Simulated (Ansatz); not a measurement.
This was printed by a script on the Ansatz DFT code, driven from Python, for a single point in a Gaussian basis of GeH₈SSi₂, SMILES [SiH3][S][GeH2][SiH3]. What did the script look like? Settings: PBE, def2-SVPD basis, multiplicity 1.

```xyz
12

Si   -1.6886    1.2903   -0.2520
S    -0.4257    1.3950    1.4328
Ge    0.2204   -0.6972    1.1183
Si    1.8188   -0.7925   -0.6380
H    -2.7037    0.2334   -0.1199
H    -2.4619    2.6265   -0.3643
H    -0.9309    1.1320   -1.4890
H    -0.9221   -1.6053    0.8484
H     0.9755   -1.1684    2.4585
H     2.8661    0.1175   -0.3577
H     1.0551   -0.4181   -1.8587
H     2.2740   -2.1683   -0.7444
```

```console
$ python geh8ssi2_energy.py
E = -83202.677302 eV = -3057.6419940 Ha
converged: True  doubts: none
Alpha     -18.343 eV  occupation 2
Alpha     -14.324 eV  occupation 2
Alpha     -13.194 eV  occupation 2
Alpha     -12.610 eV  occupation 2
Alpha      -9.432 eV  occupation 2
Alpha      -9.390 eV  occupation 2
Alpha      -9.093 eV  occupation 2
Alpha      -8.858 eV  occupation 2
Alpha      -8.555 eV  occupation 2
Alpha      -8.059 eV  occupation 2
Alpha      -7.753 eV  occupation 2
Alpha      -7.428 eV  occupation 2
Alpha      -6.109 eV  occupation 2
Alpha      -1.449 eV  occupation 0
Alpha      -1.048 eV  occupation 0
Alpha      -0.832 eV  occupation 0
Alpha      -0.436 eV  occupation 0
Alpha      -0.312 eV  occupation 0
Alpha       0.048 eV  occupation 0
Alpha       0.311 eV  occupation 0
Alpha       0.423 eV  occupation 0
Alpha       0.626 eV  occupation 0
Alpha       0.802 eV  occupation 0
Alpha       1.078 eV  occupation 0
Alpha       1.147 eV  occupation 0
Alpha       1.335 eV  occupation 0
Alpha       1.752 eV  occupation 0
Alpha       1.785 eV  occupation 0
Alpha       2.118 eV  occupation 0
Alpha       2.454 eV  occupation 0
Alpha       2.510 eV  occupation 0
Alpha       2.639 eV  occupation 0
Alpha       2.922 eV  occupation 0
Alpha       3.047 eV  occupation 0
Alpha       3.144 eV  occupation 0
Alpha       3.351 eV  occupation 0
Alpha       3.457 eV  occupation 0
```

One script that gives this output:

`geh8ssi2_energy.py`:
```python
from pathlib import Path
import warnings

import ansatz as az

BASIS = "def2-SVPD"
FUNCTIONAL = "pbe"

GEOMETRY = """
Si   -1.68860    1.29030   -0.25200
S    -0.42570    1.39500    1.43280
Ge    0.22040   -0.69720    1.11830
Si    1.81880   -0.79250   -0.63800
H    -2.70370    0.23340   -0.11990
H    -2.46190    2.62650   -0.36430
H    -0.93090    1.13200   -1.48900
H    -0.92210   -1.60530    0.84840
H     0.97550   -1.16840    2.45850
H     2.86610    0.11750   -0.35770
H     1.05510   -0.41810   -1.85870
H     2.27400   -2.16830   -0.74440
"""

warnings.simplefilter("ignore", az.DeckWarning)

mol = az.Crystal.molecule()
for line in GEOMETRY.strip().splitlines():
    symbol, *xyz = line.split()
    mol = mol.atom(symbol, [float(v) for v in xyz])

job = (
    mol.calculation()
    .basis(gaussian=BASIS)
    .functional(FUNCTIONAL)
    .orbitals()
)
res = job.run(threads=1, backend="cpu", runs_dir="geh8ssi2_runs")
r = res.report

print(f"E = {r['free_energy_ev']:.6f} eV = {r['free_energy_ev'] / 27.211386246:.7f} Ha")
print("converged:", r["converged"], " doubts:", r["published_state_doubts"] or "none")

lines = Path(r["orbitals_path"]).read_text().splitlines()
field_of = lambda key: [line.split("=")[1].strip() for line in lines if line.startswith(key)]
orbitals = [(27.211386 * float(e), s, float(n)) for e, s, n in zip(field_of("Ene="), field_of("Spin="), field_of("Occup="))]
homo = max(e for e, _, n in orbitals if n > 0.5)
lumo = min(e for e, _, n in orbitals if n < 0.5)
for e, spin, n in sorted(orbitals):
    if homo - 15 < e < lumo + 5:
        print(f"{spin:6s} {e:10.3f} eV  occupation {n:.0f}")
```

Caveats:
- Total energies depend on the basis set; only differences at equal settings carry meaning.
- The geometry is a force-field or estimated start, not a minimum of this method, and the basis set is short of its limit.
- Alpha marks a spatial orbital of a restricted run, filled by both spins.
- Levels such as HOMO and LUMO are orbital energies: with these approximate functionals they aren't the ionisation energy and electron affinity, and their gap isn't the fundamental gap.
- It ran for 4.4 s on 1 thread of Intel(R) Xeon(R) 6975P-C (Granite Rapids), with other jobs on the host, peak memory 0.32 GiB.

(Lines on the test bed's own set-up are left out of the output.)
